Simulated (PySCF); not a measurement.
# MoCl6 (-3): ligand-field states

Wanted: ligand-field states for MoCl6 (-3) (`[Cl][Mo-3]([Cl])([Cl])([Cl])([Cl])[Cl]`).

Computed with PySCF 2.14.0 and routines of our own; the level stands in each step. Atoms count from 0.

## 1. The starting structure

7 atoms, charge -3, states of the metal's open shell are computed; geometry from: GFN2-xTB.

## 2. Ligand-field states: state-averaged CASSCF in dichloromethane

What the job is given:

```
{"job": {"kind": "lf", "basis": {"metal": "x2c-TZVPall", "ligand": "x2c-SVPall"}, "nevpt": true, "tol": 5, "solvent": "dichloromethane"}, "charge": -3, "metal": "Mo", "open_shell": "d3"}
Mo     0.000000     0.000000     0.000000
Cl     2.479995    -0.001070    -0.000006
Cl    -2.489431    -0.008321    -0.000006
Cl    -0.001092     2.480018    -0.000006
Cl    -0.008343    -2.489408    -0.000006
Cl    -0.006992    -0.016657     2.484679
Cl    -0.016679    -0.006969    -2.484692
```

With the program's defaults for keys left out, this is: state-averaged CASSCF of the metal d shell, SC-NEVPT2 on the averaged canonical orbitals, state-interaction spin-orbit coupling.

Launch:

```sh
$ OMP_NUM_THREADS=1 python lf_run.py task.json out
```

One launch serves the whole session: the jobs run in the order shown.

The log of the run, cut to the lines that bear on the results:

```text
basis functions 171, electrons 147, active (3e, 5o)
stage 1: DIIS on the effective Fock matrix, level shift 0.30
cycle   1  E = -6808.3908985141  dE = -6.808e+03  max|g| = 1.866e+00
cycle   2  E = -6809.0456249527  dE = -6.547e-01  max|g| = 1.207e+00
cycle   3  E = -6810.7205418342  dE = -1.675e+00  max|g| = 7.634e-01
cycle   4  E = -6811.2513460553  dE = -5.308e-01  max|g| = 1.022e-01
cycle   5  E = -6811.2688079595  dE = -1.746e-02  max|g| = 4.140e-02
cycle   6  E = -6811.2742952953  dE = -5.487e-03  max|g| = 2.358e-02
cycle   7  E = -6811.2751790124  dE = -8.837e-04  max|g| = 1.285e-02
cycle   8  E = -6811.2753353206  dE = -1.563e-04  max|g| = 1.199e-02
cycle   9  E = -6811.2754681570  dE = -1.328e-04  max|g| = 7.218e-03
cycle  10  E = -6811.2755107171  dE = -4.256e-05  max|g| = 5.284e-03
[... 10 cycles left out ...]
cycle  21  E = -6811.2755509451  dE = -1.129e-08  max|g| = 1.020e-04
cycle  22  E = -6811.2755509510  dE = -5.963e-09  max|g| = 7.662e-05
cycle  23  E = -6811.2755509546  dE = -3.535e-09  max|g| = 5.618e-05
cycle  24  E = -6811.2755509564  dE = -1.811e-09  max|g| = 4.180e-05
cycle  25  E = -6811.2755509574  dE = -9.804e-10  max|g| = 3.135e-05
cycle  26  E = -6811.2755509579  dE = -5.493e-10  max|g| = 2.346e-05
cycle  27  E = -6811.2755509582  dE = -2.956e-10  max|g| = 1.784e-05
cycle  28  E = -6811.2755509584  dE = -1.637e-10  max|g| = 1.368e-05
cycle  29  E = -6811.2755509585  dE = -1.037e-10  max|g| = 1.043e-05
cycle  30  E = -6811.2755509585  dE = -5.366e-11  max|g| = 7.872e-06
converged average energy = -6811.2755509585

 mult deg   label        CASSCF/cm-1   NEVPT2/cm-1
   4   1   4B                  0.0           0.0
   2   2   2Eg             13468.9       11900.6
   2   1   2B              13985.1       12331.8
   2   2   2T1g            14004.7       12348.6
   2   2   2T2g            20642.2       18517.0
   2   1   2A              20663.2       18537.7
   4   1   4A              18596.7       20851.2
   4   2   4T2g            18606.9       20860.3
   4   2   4T1g            25332.1       26434.2
   4   1   4B              25358.1       26451.9
   2   1   2A              29381.8       30361.4
   2   1   2A              30883.6       31493.4
   2   2   2T2g            30894.5       31503.5
   2   3   2T1g            31790.0       32252.3
   2   2   2Eg             33430.0       33550.0
   2   3   2T1g            35988.0       35571.0
   2   1   2A              41126.9       38996.5
   2   2   2T2g            41136.2       39002.4
   2   1   2B              42522.4       40406.7
   4   1   4B              40288.4       43277.0
   4   1   4B              40342.3       43318.6
   4   1   4A              40353.5       43325.7
   2   2   2Eg             51469.4       48782.6
   2   1   2B              49393.2       51921.1
   2   2   2T1g            49412.7       51936.9
   2   2   2T2g            50533.6       52220.7
   2   1   2A              50551.4       52234.0
   2   3   2T1g            55674.9       55971.5
   2   1   2A              68626.6       65888.0
   2   1   2A              68662.8       65916.1
   2   1   2B              68667.8       65920.6
   2   2   2Eg             72862.8       74516.0

spin-orbit levels / cm-1
      0.00  x2  4B 1.00
      0.27  x2  4B 1.00
  11833.56  x2  2Eg 0.97
  11833.74  x2  2Eg 0.97
  12221.03  x2  2B 0.67 2T1g 0.30
  12231.11  x2  2T1g 0.96
  12459.09  x2  2T1g 0.69 2B 0.30
  18465.14  x2  2T2g 0.94
  18477.34  x2  2A 0.59 2T2g 0.35
  18739.44  x2  2T2g 0.61 2A 0.35
  20653.20  x2  4T2g 0.64 4A 0.34
  20845.90  x2  4A 0.60 4T2g 0.35 2T2g 0.03
  20851.85  x2  4T2g 0.91 4A 0.05
  21065.72  x2  4T2g 0.61 4A 0.37
  21066.28  x2  4T2g 0.68 4A 0.30
  21105.89  x2  4T2g 0.70 4A 0.29
  26484.33  x2  4T1g 0.77 4B 0.20
  26518.92  x2  4T1g 0.86 4B 0.13
  26535.45  x2  4T1g 0.76 4B 0.22
  26539.24  x2  4B 0.62 4T1g 0.36
  26583.82  x2  4T1g 0.95 4B 0.04
  26594.11  x2  4B 0.76 4T1g 0.22
  30489.03  x2  2A 0.95
  31448.52  x2  2T2g 0.61 2A 0.38
  31538.32  x2  2A 0.59 2T2g 0.37
  31544.28  x2  2T2g 0.96
  31937.27  x2  2T1g 0.97
  32502.09  x2  2T1g 0.99
  32508.25  x2  2T1g 0.99
  33677.38  x2  2Eg 0.96
```

Wall time 30 s (1 thread of Arm Neoverse V2, shared host); peak memory 0.49 GiB.

Warnings kept with the result: strongly covalent, metal-shell active space is small for this complex.

From this job:

```csv
quantity,value
spin-orbit constant ζ,669 cm⁻¹
```

Powder susceptibility:

```csv
T (K),χT (cm³ K/mol),μ(eff)
2,1.755,3.75
5,1.757,3.75
10,1.758,3.75
20,1.758,3.75
30,1.759,3.75
50,1.760,3.75
75,1.761,3.75
100,1.762,3.75
150,1.765,3.76
200,1.768,3.76
250,1.770,3.76
300,1.773,3.77
```

## 3. Ligand-field states: state-averaged CASSCF (solvent dimethylsulfoxide) in dimethylsulfoxide

What the job is given:

```
{"job": {"kind": "lf", "basis": {"metal": "x2c-TZVPall", "ligand": "x2c-SVPall"}, "nevpt": true, "tol": 5, "solvent": "dimethylsulfoxide"}, "charge": -3, "metal": "Mo", "open_shell": "d3"}
Mo     0.000000     0.000000     0.000000
Cl     2.479995    -0.001070    -0.000006
Cl    -2.489431    -0.008321    -0.000006
Cl    -0.001092     2.480018    -0.000006
Cl    -0.008343    -2.489408    -0.000006
Cl    -0.006992    -0.016657     2.484679
Cl    -0.016679    -0.006969    -2.484692
```

With the program's defaults for keys left out, this is: state-averaged CASSCF of the metal d shell, SC-NEVPT2 on the averaged canonical orbitals, state-interaction spin-orbit coupling.

The log of the run:

```text
basis functions 171, electrons 147, active (3e, 5o)
stage 1: DIIS on the effective Fock matrix, level shift 0.30
cycle   1  E = -6808.4748300383  dE = -6.808e+03  max|g| = 1.866e+00
cycle   2  E = -6809.0929647331  dE = -6.181e-01  max|g| = 1.206e+00
cycle   3  E = -6810.7699446127  dE = -1.677e+00  max|g| = 7.693e-01
cycle   4  E = -6811.3084855303  dE = -5.385e-01  max|g| = 1.025e-01
cycle   5  E = -6811.3261827212  dE = -1.770e-02  max|g| = 4.167e-02
cycle   6  E = -6811.3317859900  dE = -5.603e-03  max|g| = 2.404e-02
cycle   7  E = -6811.3326951548  dE = -9.092e-04  max|g| = 1.248e-02
cycle   8  E = -6811.3328432699  dE = -1.481e-04  max|g| = 1.192e-02
cycle   9  E = -6811.3329736951  dE = -1.304e-04  max|g| = 7.232e-03
cycle  10  E = -6811.3330162258  dE = -4.253e-05  max|g| = 5.275e-03
cycle  11  E = -6811.3330407318  dE = -2.451e-05  max|g| = 3.139e-03
cycle  12  E = -6811.3330507762  dE = -1.004e-05  max|g| = 1.897e-03
cycle  13  E = -6811.3330535394  dE = -2.763e-06  max|g| = 1.345e-03
cycle  14  E = -6811.3330549019  dE = -1.363e-06  max|g| = 9.557e-04
cycle  15  E = -6811.3330555974  dE = -6.955e-07  max|g| = 6.584e-04
cycle  16  E = -6811.3330558847  dE = -2.874e-07  max|g| = 4.791e-04
cycle  17  E = -6811.3330560400  dE = -1.553e-07  max|g| = 3.423e-04
cycle  18  E = -6811.3330561169  dE = -7.692e-08  max|g| = 2.490e-04
cycle  19  E = -6811.3330561555  dE = -3.858e-08  max|g| = 1.845e-04
cycle  20  E = -6811.3330561764  dE = -2.093e-08  max|g| = 1.356e-04
cycle  21  E = -6811.3330561875  dE = -1.109e-08  max|g| = 1.011e-04
cycle  22  E = -6811.3330561934  dE = -5.838e-09  max|g| = 7.607e-05
cycle  23  E = -6811.3330561968  dE = -3.442e-09  max|g| = 5.598e-05
cycle  24  E = -6811.3330561986  dE = -1.771e-09  max|g| = 4.187e-05
cycle  25  E = -6811.3330561995  dE = -9.750e-10  max|g| = 3.152e-05
cycle  26  E = -6811.3330562001  dE = -5.530e-10  max|g| = 2.368e-05
cycle  27  E = -6811.3330562004  dE = -2.974e-10  max|g| = 1.814e-05
cycle  28  E = -6811.3330562006  dE = -1.719e-10  max|g| = 1.392e-05
cycle  29  E = -6811.3330562007  dE = -9.823e-11  max|g| = 1.060e-05
cycle  30  E = -6811.3330562007  dE = -5.821e-11  max|g| = 8.007e-06
converged average energy = -6811.3330562007

 mult deg   label        CASSCF/cm-1   NEVPT2/cm-1
   4   1   4B                  0.0           0.0
   2   2   2Eg             13464.6       11895.9
   2   1   2B              13979.9       12326.0
   2   2   2T1g            13999.5       12342.9
   2   2   2T2g            20643.3       18515.2
   2   1   2A              20664.2       18535.8
   4   1   4A              18655.5       20923.1
   4   2   4T2g            18665.7       20932.2
   4   2   4T1g            25392.7       26504.4
   4   1   4B              25418.6       26522.0
   2   1   2A              29433.7       30426.5
   2   1   2A              30933.6       31555.4
   2   2   2T2g            30944.5       31565.5
   2   3   2T1g            31841.0       32315.8
   2   2   2Eg             33479.9       33612.8
   2   3   2T1g            36038.0       35632.0
   2   1   2A              41171.0       39050.3
   2   2   2T2g            41180.2       39056.2
   2   1   2B              42568.2       40465.4
   4   1   4B              40397.5       43414.0
   4   1   4B              40451.3       43455.6
   4   1   4A              40462.5       43462.6
   2   2   2Eg             51526.0       48837.9
   2   1   2B              49500.6       52051.8
   2   2   2T1g            49520.1       52067.6
   2   2   2T2g            50638.7       52352.1
   2   1   2A              50656.4       52365.3
   2   3   2T1g            55774.6       56095.9
   2   1   2A              68720.1       66005.8
   2   1   2A              68756.3       66033.7
   2   1   2B              68761.4       66038.2
   2   2   2Eg             73011.0       74708.9

spin-orbit levels / cm-1
      0.00  x2  4B 1.00
      0.27  x2  4B 1.00
  11829.47  x2  2Eg 0.97
  11829.65  x2  2Eg 0.97
  12215.81  x2  2B 0.67 2T1g 0.30
  12225.89  x2  2T1g 0.96
  12453.23  x2  2T1g 0.69 2B 0.30
  18465.88  x2  2T2g 0.94
  18478.10  x2  2A 0.59 2T2g 0.35
  18739.21  x2  2T2g 0.61 2A 0.36
  20723.52  x2  4T2g 0.64 4A 0.34
  20915.32  x2  4A 0.61 4T2g 0.35 2T2g 0.03
  20921.22  x2  4T2g 0.91 4A 0.05
  21136.87  x2  4T2g 0.61 4A 0.37
  21137.44  x2  4T2g 0.68 4A 0.30
  21177.25  x2  4T2g 0.70 4A 0.29
  26552.78  x2  4T1g 0.77 4B 0.20
  26589.25  x2  4T1g 0.86 4B 0.13
  26605.88  x2  4T1g 0.76 4B 0.22
  26609.67  x2  4B 0.62 4T1g 0.36
  26652.76  x2  4T1g 0.95 4B 0.03
  26663.07  x2  4B 0.76 4T1g 0.22
  30553.69  x2  2A 0.95
  31510.37  x2  2T2g 0.61 2A 0.38
  31600.16  x2  2A 0.59 2T2g 0.37
  31606.09  x2  2T2g 0.96
  32001.02  x2  2T1g 0.97
  32565.44  x2  2T1g 0.99
  32571.58  x2  2T1g 0.99
  33740.09  x2  2Eg 0.96
```

Run time: 28 s. Hardware: 1 thread of Arm Neoverse V2, shared host; peak memory 0.49 GiB.

Warnings kept with the result: strongly covalent, metal-shell active space is small for this complex.

Key values:

```csv
quantity,value
spin-orbit constant ζ,669 cm⁻¹
```

Powder susceptibility:

```csv
T (K),χT (cm³ K/mol),μ(eff)
2,1.756,3.75
20,1.759,3.75
100,1.763,3.75
300,1.774,3.77
```

## 4. Ligand-field states: state-averaged CASSCF (freeze False) in dichloromethane

What the job is given:

```
{"job": {"kind": "lf", "basis": {"metal": "x2c-TZVPall", "ligand": "x2c-SVPall"}, "nevpt": true, "tol": 5, "solvent": "dichloromethane", "freeze": false}, "charge": -3, "metal": "Mo", "open_shell": "d3"}
Mo     0.000000     0.000000     0.000000
Cl     2.479995    -0.001070    -0.000006
Cl    -2.489431    -0.008321    -0.000006
Cl    -0.001092     2.480018    -0.000006
Cl    -0.008343    -2.489408    -0.000006
Cl    -0.006992    -0.016657     2.484679
Cl    -0.016679    -0.006969    -2.484692
```

With the program's defaults for keys left out, this is: state-averaged CASSCF of the metal d shell, SC-NEVPT2 on the averaged canonical orbitals, state-interaction spin-orbit coupling.

The log of the run:

```text
basis functions 171, electrons 147, active (3e, 5o)
stage 1: DIIS on the effective Fock matrix, level shift 0.30
cycle   1  E = -6808.3908985141  dE = -6.808e+03  max|g| = 1.866e+00
cycle   2  E = -6809.0456249527  dE = -6.547e-01  max|g| = 1.207e+00
cycle   3  E = -6810.7205418342  dE = -1.675e+00  max|g| = 7.634e-01
cycle   4  E = -6811.2513460553  dE = -5.308e-01  max|g| = 1.022e-01
cycle   5  E = -6811.2688079595  dE = -1.746e-02  max|g| = 4.140e-02
cycle   6  E = -6811.2742952953  dE = -5.487e-03  max|g| = 2.358e-02
cycle   7  E = -6811.2751790124  dE = -8.837e-04  max|g| = 1.285e-02
cycle   8  E = -6811.2753353206  dE = -1.563e-04  max|g| = 1.199e-02
cycle   9  E = -6811.2754681570  dE = -1.328e-04  max|g| = 7.218e-03
cycle  10  E = -6811.2755107171  dE = -4.256e-05  max|g| = 5.284e-03
cycle  11  E = -6811.2755352695  dE = -2.455e-05  max|g| = 3.168e-03
cycle  12  E = -6811.2755454154  dE = -1.015e-05  max|g| = 1.922e-03
cycle  13  E = -6811.2755482867  dE = -2.871e-06  max|g| = 1.348e-03
cycle  14  E = -6811.2755496480  dE = -1.361e-06  max|g| = 9.616e-04
cycle  15  E = -6811.2755503414  dE = -6.933e-07  max|g| = 6.675e-04
cycle  16  E = -6811.2755506368  dE = -2.954e-07  max|g| = 4.838e-04
cycle  17  E = -6811.2755507929  dE = -1.562e-07  max|g| = 3.483e-04
cycle  18  E = -6811.2755508729  dE = -7.991e-08  max|g| = 2.516e-04
cycle  19  E = -6811.2755509124  dE = -3.953e-08  max|g| = 1.861e-04
cycle  20  E = -6811.2755509338  dE = -2.140e-08  max|g| = 1.367e-04
cycle  21  E = -6811.2755509451  dE = -1.129e-08  max|g| = 1.020e-04
cycle  22  E = -6811.2755509510  dE = -5.963e-09  max|g| = 7.662e-05
cycle  23  E = -6811.2755509546  dE = -3.535e-09  max|g| = 5.618e-05
cycle  24  E = -6811.2755509564  dE = -1.811e-09  max|g| = 4.180e-05
cycle  25  E = -6811.2755509574  dE = -9.804e-10  max|g| = 3.135e-05
cycle  26  E = -6811.2755509579  dE = -5.493e-10  max|g| = 2.346e-05
cycle  27  E = -6811.2755509582  dE = -2.956e-10  max|g| = 1.784e-05
cycle  28  E = -6811.2755509584  dE = -1.637e-10  max|g| = 1.368e-05
cycle  29  E = -6811.2755509585  dE = -1.037e-10  max|g| = 1.043e-05
cycle  30  E = -6811.2755509585  dE = -5.366e-11  max|g| = 7.872e-06
converged average energy = -6811.2755509585

 mult deg   label        CASSCF/cm-1   NEVPT2/cm-1
   4   1   4B                  0.0           0.0
   2   2   2Eg             13468.9       11863.5
   2   1   2B              13985.1       12290.9
   2   2   2T1g            14004.7       12307.7
   2   2   2T2g            20642.2       18467.6
   2   1   2A              20663.2       18488.2
   4   1   4A              18596.7       20909.2
   4   2   4T2g            18606.9       20918.3
   4   2   4T1g            25332.1       26469.8
   4   1   4B              25358.1       26487.2
   2   1   2A              29381.8       30388.9
   2   1   2A              30883.6       31514.0
   2   2   2T2g            30894.5       31524.1
   2   3   2T1g            31790.0       32268.7
   2   2   2Eg             33430.0       33559.1
   2   3   2T1g            35988.0       35571.2
   2   1   2A              41126.9       38964.3
   2   2   2T2g            41136.2       38970.2
   2   1   2B              42522.4       40371.1
   4   1   4B              40288.4       43365.7
   4   1   4B              40342.3       43407.2
   4   1   4A              40353.5       43414.1
   2   2   2Eg             51469.4       48741.7
   2   1   2B              49393.2       51996.5
   2   2   2T1g            49412.7       52012.3
   2   2   2T2g            50533.6       52281.7
   2   1   2A              50551.4       52294.8
   2   3   2T1g            55674.9       56005.3
   2   1   2A              68626.6       65860.4
   2   1   2A              68662.8       65888.4
   2   1   2B              68667.8       65892.9
   2   2   2Eg             72862.8       74592.9

spin-orbit levels / cm-1
      0.00  x2  4B 1.00
      0.27  x2  4B 1.00
  11797.11  x2  2Eg 0.97
  11797.29  x2  2Eg 0.97
  12180.47  x2  2B 0.67 2T1g 0.30
  12190.54  x2  2T1g 0.96
  12418.66  x2  2T1g 0.69 2B 0.30
  18419.67  x2  2T2g 0.94
  18431.89  x2  2A 0.59 2T2g 0.35
  18692.95  x2  2T2g 0.62 2A 0.36
  20708.97  x2  4T2g 0.64 4A 0.34
  20900.23  x2  4A 0.61 4T2g 0.35
  20906.14  x2  4T2g 0.91 4A 0.05
  21122.60  x2  4T2g 0.61 4A 0.37
  21123.16  x2  4T2g 0.68 4A 0.30
  21163.52  x2  4T2g 0.70 4A 0.29
  26519.66  x2  4T1g 0.77 4B 0.20
  26553.65  x2  4T1g 0.85 4B 0.14
  26570.72  x2  4T1g 0.76 4B 0.22
  26574.36  x2  4B 0.61 4T1g 0.37
  26619.27  x2  4T1g 0.95 4B 0.03
  26629.43  x2  4B 0.76 4T1g 0.23
  30516.39  x2  2A 0.95
  31469.05  x2  2T2g 0.61 2A 0.38
  31558.57  x2  2A 0.59 2T2g 0.37
  31564.50  x2  2T2g 0.96
  31953.94  x2  2T1g 0.97
  32518.64  x2  2T1g 0.99
  32524.79  x2  2T1g 0.99
  33687.05  x2  2Eg 0.96
```

Run time: 31 s. Hardware: 1 thread of Arm Neoverse V2, shared host; peak memory 0.54 GiB.

Warnings kept with the result: strongly covalent, metal-shell active space is small for this complex.

Key values:

```csv
quantity,value
spin-orbit constant ζ,669 cm⁻¹
```

Powder susceptibility:

```csv
T (K),χT (cm³ K/mol),μ(eff)
2,1.755,3.75
20,1.759,3.75
100,1.763,3.75
300,1.773,3.77
```

## 5. The runs side by side

From the NEVPT2 states (cm⁻¹; the spread is that of the fitted one-electron ligand-field levels):

```csv
step,setting,ground state,next state,orbital spread,Racah B,ζ,"μ(eff), 300 K"
2,as given,4B,2G at 11901,19162,594,669,3.77
3,solvent dimethylsulfoxide,4B,2G at 11896,19234,594,669,3.77
4,freeze False,4B,2G at 11864,19198,593,669,3.77
```

## 6. Results

| quantity | value |
| --- | --- |
| spin-orbit constant ζ (step 2, state-averaged CASSCF in dichloromethane) | 669 cm⁻¹ |
| ground multiplicity, μ(eff) at 300 K (step 2, 6 donors at 2.48 to 2.49 Å) | 4, 3.77 μB |
| ground multiplicity, μ(eff) at 300 K (step 3, 6 donors at 2.48 to 2.49 Å) | 4, 3.77 μB |
| ground multiplicity, μ(eff) at 300 K (step 4, 6 donors at 2.48 to 2.49 Å) | 4, 3.77 μB |

In step 2, χT goes from 1.76 at 2 K to 1.77 cm³ K/mol at 300 K: nearly flat, so one level governs the whole range. The geometry comes from tight binding, which is rough for metal atoms, and these values hang on it. The bonding is strongly covalent, and an active space of the metal's shell alone is small for it, so these values are rough.
